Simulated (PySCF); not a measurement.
# CuH−: from the state search to spectroscopic constants

One table from this session's results is given with a row withheld; the runs are named, their logs left out.

Computed with PySCF 2.14.0. Level: Cu def2-TZVPPD, H def2-TZVPPD, no relativity.

2 further runs of the same task are left out: 2 set aside as unsound or not needed.

The first run:

The job is set up so:

- atoms: Cu, H
- charge: -1
- basis: Cu def2-TZVPPD, H def2-TZVPPD
- Hamiltonian: no relativity
- basis functions: 84
- electrons treated: 31
- masses in u: 62.9296, 1.0078
- levels: PBE0, PBE, r²SCAN, M06-2X, BHandHLYP, B97-3, MN15, BP86, CAM-B3LYP, MP2, SCS-MP2, CCSD, CCSD(T)
- grid: 80 radial by 434 angular points
- occupations: held fixed by the projection of orbital angular momentum
- dissociation limit: Cu− + H, each in its ground configuration
- starting distance in angstrom: 1.555
- values of 2S to try: 1, 3

Started as:

```bash
$ OMP_NUM_THREADS=1 python dia.py task.json out
```

Steps of the session up to this table: Set-up; First curve: PBE0; PBE (GGA); r²SCAN (meta-GGA); M06-2X (hybrid meta-GGA); BHandHLYP (global hybrid GGA); B97-3 (global hybrid GGA); MN15 (hybrid meta-GGA); BP86 (GGA); CAM-B3LYP; MP2 and coupled cluster.

One of the session's tables, all rows but one given; the rest of the session is left out.

Energy (eV) from each level's lowest point:

| R (Å) | UHF-MP2 | UHF-SCS-MP2 | UHF-CCSD | UHF-CCSD(T) | PBE |
| --- | --- | --- | --- | --- | --- |
| 1.348 | 0.165 | 0.210 | n/a | n/a | 0.277 |
| 1.410 | 0.049 | 0.077 | 0.129 | 0.104 | 0.120 |
| 1.473 | 0.002 | 0.014 | 0.041 | 0.026 | 0.035 |
| 1.520 | ? | ? | ? | ? | ? |
| 1.567 | 0.020 | 0.009 | 0.000 | 0.000 | 0.000 |
| 1.614 | 0.057 | 0.034 | 0.009 | 0.016 | 0.013 |
| 1.677 | 0.126 | 0.089 | 0.041 | 0.057 | 0.052 |
| 1.755 | 0.233 | 0.180 | 0.106 | 0.133 | 0.125 |
| 1.849 | 0.379 | 0.308 | 0.207 | 0.244 | 0.236 |
| 1.974 | 0.586 | 0.495 | n/a | n/a | 0.399 |

Estimate the missing values for R (Å) = 1.520.

Worked estimate for «UHF-MP2». A straight line through the neighbours (1.473, 0.002) and (1.567, 0.020) gives 0.002 + (0.020 − 0.002) × (1.520 − 1.473) / (1.567 − 1.473) = 0.011; a parabola fitted to 4 rows on both sides gives -0.001.

As computed: UHF-MP2: 0.000; UHF-SCS-MP2: 0.000; UHF-CCSD: 0.009; UHF-CCSD(T): 0.002; PBE: 0.006. In «UHF-MP2» the line misses by +0.011 and the parabola by -0.001.

Limits of these values: Lowest PBE0 solution found, without spin–orbit coupling: ²Σ⁺ (doublet), unpaired electrons σ ↑. The state is the lowest single determinant that the PBE0 search found; with open d or f shells the true ground state can be another one. Warnings in the runs' records: inverted.
